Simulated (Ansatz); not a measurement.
# RbW in Ansatz: convergence with scf exx energy threshold

Input of the first run (scf exx energy threshold 0.01); the others differ in this setting and in those tied to it:

Contents of input.yaml:

```yaml
crystal:
  lattice:
    - [3.54662259, 0.0, 0.0]
    - [-1.77331129, 3.07146526, 0.0]
    - [0.0, 0.0, 5.49414464]
  atoms:
    - { symbol: Rb, position: [0.0, 0.0, 0.5] }
    - { symbol: W, position: [0.66666667, 0.33333333, 0.0] }
hamiltonian:
  xc: pbe0
  pseudopotentials: { kind: paw, level: accurate }
kpoints:
  mp_grid: { grid: [5, 5, 3] }
scf:
  occupations: { method: gaussian, width: 0.05 }
  exx: { energy_threshold: 0.01 }
output:
  forces: true
  stress: true
  eigenvalues: true
```

Potentials or basis: Ansatz PAW earlier set.

Launch:

```console
$ ansatz run input.yaml --threads 2 --pin off --max-ram 5632MiB --backend cpu --events-out ev --progress --plain --runs-dir out
```

The cell was built by a generator and needn't be a form met in nature.

Hardware: 2 threads of Arm Neoverse V2 (shared host).

```
scf exx energy threshold  energy less the tightest run, at zero smearing (meV/atom)  SCF cycles  CPU time (s)  peak memory (GiB)
                    0.01                                                       0.00          45           210                2.8
                   0.001                                                       0.00          45           220                2.8
                  0.0001                                                       0.00          45           210                2.8
                   1e-05                                                       0.00          44           210                2.8
                   1e-06                                                       0.00          43           210                2.8
                   1e-07                                                       0.00          48           240                2.8
```

Against the tightest run, the energy stays within 1 meV/atom from 0.01 on. The tightest run that finished is the yardstick and may itself not be fully converged.

Caveat, for the tightest run too: the k mesh is coarse (spacing up to 0.41 Å⁻¹), so the values aren't converged, least of all with exact exchange. Spin-orbit coupling is left out, which matters for the levels of W.
